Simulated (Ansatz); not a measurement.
**C2Cl2GeN2: how energies converge with the basis set**

How large a basis does C2Cl2GeN2 need? Two functionals are run in growing sets.

Method: one geometry, several basis sets; program: Ansatz 0.2.0, Gaussian basis.

Levels to be run: PBE0-D4/def2-SVP; ωB97M-V/def2-SVP; PBE0-D4/def2-QZVPP; ωB97M-V/def2-QZVPP; the functionals' def2-TZVPP values are taken from earlier runs.

### 1 The relaxed structure

An earlier PBE0-D4 in a triple-zeta def2 set relaxation fixed the geometry.

7 atoms, charge 0, spin multiplicity 1.

Atoms are counted from 1 here; the program's logs count them from 0.

Bond lengths: N1–C2 1.150 Å, C2–Ge3 1.904 Å, Ge3–Cl4 2.106 Å, Ge3–Cl5 2.106 Å, Ge3–C6 1.904 Å, C6–N7 1.150 Å. Angles: N1–C2–Ge3 179.4°, C2–Ge3–Cl4 109.2°, C2–Ge3–Cl5 109.2°, C2–Ge3–C6 108.7°, Cl4–Ge3–Cl5 111.4°, Cl4–Ge3–C6 109.2°, Cl5–Ge3–C6 109.2°, Ge3–C6–N7 179.4°.

### 2 PBE0-D4 in def2-SVP

The input, in.yaml:

```yaml
crystal:
  periodic: [false, false, false]
  atoms:
    - {symbol: N, position_ang: [1.736941, -1.666348, 1.449510]}
    - {symbol: C, position_ang: [0.986109, -1.114131, 0.775084]}
    - {symbol: Ge, position_ang: [-0.260746, -0.217384, -0.350428]}
    - {symbol: Cl, position_ang: [-2.181958, -1.019068, -0.030807]}
    - {symbol: Cl, position_ang: [0.338738, -0.434871, -2.357720]}
    - {symbol: C, position_ang: [-0.271785, 1.632177, 0.101877]}
    - {symbol: N, position_ang: [-0.286198, 2.751623, 0.366783]}
basis:
  gaussian: {orbitals: def2-SVP}
hamiltonian: {xc: pbe0, dispersion: d4}
output: {orbitals: {seedname: orbitals}}
```

Launch:

```
ansatz run in.yaml --threads 4 --pin off --events-out ev --progress --plain --max-ram 11315MiB
```

Further steps of the session: ωB97M-V in def2-SVP; PBE0-D4 in def2-QZVPP; ωB97M-V in def2-QZVPP.

Q: Predict the results of all the runs planned. Wanted: PBE0-D4: double and triple zeta above quadruple; ωB97M-V: double and triple zeta above quadruple.

**Answer**, as computed:

| quantity | value |
| --- | --- |
| PBE0-D4: double and triple zeta above quadruple | 23.76, 2.18 eV |
| ωB97M-V: double and triple zeta above quadruple | 23.68, 2.08 eV |

PBE0-D4 gains 21.58 eV from double to triple zeta, then 2.18 eV more. These are total energies; as a rule much of such shifts cancels in differences, which this series doesn't test.
